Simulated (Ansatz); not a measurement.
## ZrCd and its elements: a formation energy from the elements, step by step

Computed with Ansatz 0.2.0 through its Python package.

Interactive session:
```pycon
>>> from collections import Counter
>>> import warnings
>>> import ansatz as az
>>> import numpy as np
>>> FUNCTIONAL = 'LDA'
>>> CUTOFF_EV = 450
>>> KSPACING = 0.27
>>> SMEARING = 'fermi_dirac'
>>> SIGMA = 0.1
>>> PHASES = {
...     'ZrCd': (
...         [(3.102846, 0.0, 0.0), (0.0, 3.102846, 0.0), (0.0, 0.0, 9.073316)],
...         [
...             ('Zr', (0.0, 0.5, 0.873544)),
...             ('Zr', (0.5, 0.0, 0.126456)),
...             ('Cd', (0.0, 0.5, 0.381166)),
...             ('Cd', (0.5, 0.0, 0.618834)),
...         ],
...     ),
...     'Zr': (
...         [(3.232, 0.0, 0.0), (-1.616, 2.798994, 0.0), (0.0, 0.0, 5.147)],
...         [
...             ('Zr', (1 / 3, 2 / 3, 0.25)),
...             ('Zr', (2 / 3, 1 / 3, 0.75)),
...         ],
...     ),
...     'Cd': (
...         [(2.97887, 0.0, 0.0), (-1.489435, 2.579777, 0.0), (0.0, 0.0, 5.61765)],
...         [
...             ('Cd', (1 / 3, 2 / 3, 0.25)),
...             ('Cd', (2 / 3, 1 / 3, 0.75)),
...         ],
...     ),
... }
>>> def build(vectors, sites):
...     crystal = az.Crystal(lattice=az.Lattice.of(vectors))
...     for symbol, position in sites:
...         crystal = crystal.atom(symbol, position)
...     return crystal
...
>>> def ground_state(name, crystal):
...     calc = (
...         crystal.calculation()
...         .functional(FUNCTIONAL)
...         .basis(CUTOFF_EV)
...         .kpoints(spacing=KSPACING)
...         .occupations(SMEARING, width=SIGMA)
...         .stress()
...     )
...     calc = calc.relax(force_tolerance=0.03, max_steps=60, fix_cell=['shape'])
...     return calc.run(threads=1)
...
>>> def counts(outcome):
...     return Counter(site.symbol for site in outcome.lattice.sites)
...
>>> def formation_energy(outcome, mu):
...     n = counts(outcome)
...     return (outcome.report['energy_sigma0_ev'] - sum(k * mu[element] for element, k in n.items())) / sum(n.values())
...
>>> def volume_per_atom(outcome):
...     return abs(np.linalg.det(outcome.lattice.cell_ang)) / len(outcome.lattice.sites)
...
>>> warnings.simplefilter('ignore', az.DeckWarning)
>>> phases = {name: build(*cell) for name, cell in PHASES.items()}
>>> done = {name: ground_state(name, crystal) for name, crystal in phases.items()}

>>> # chemical potentials of the elements at zero temperature
>>> references = {'Zr': 'Zr', 'Cd': 'Cd'}
>>> mu = {element: done[name].report['energy_sigma0_ev'] / len(done[name].lattice.sites) for element, name in references.items()}
>>> target = done['ZrCd']
>>> heat = formation_energy(target, mu)
>>> n = counts(target)
>>> print('cell content:', dict(n), ' volume', round(volume_per_atom(target), 3), 'A^3/atom')
cell content: {<Element.ZR: 'Zr'>: 2, <Element.CD: 'Cd'>: 2}  volume 20.32 A^3/atom
>>> print('formation energy', round(heat, 4), 'eV/atom,', round(heat * sum(n.values()), 4), 'eV per cell')
formation energy -0.1575 eV/atom, -0.6301 eV per cell
>>> print('bound against the elements' if heat < 0 else 'unbound against the elements')
bound against the elements
```

Reading the output:
- For the metals among these phases the mesh is modest: differences between phases can be off by up to 40 meV an atom.
- Atoms and volume are relaxed with the cell's shape held, which in cells of lower than cubic symmetry can hide stresses and shift volumes.
- The cells come from databases of deposited and of computed structures, and not all need be stable phases.
- The compound is the structure given, not necessarily its lowest; energies are at zero temperature, with no correction for gases. A semilocal functional's error on such energies is often 0.05 to 0.1 eV an atom, and 0.1 to 0.3 eV against gases such as O2 or F2.
- Run time: 37 s on 1 thread of Arm Neoverse V2 (shared host), peak memory 0.47 GiB.

(Lines on the test bed's own set-up are left out of the output.)
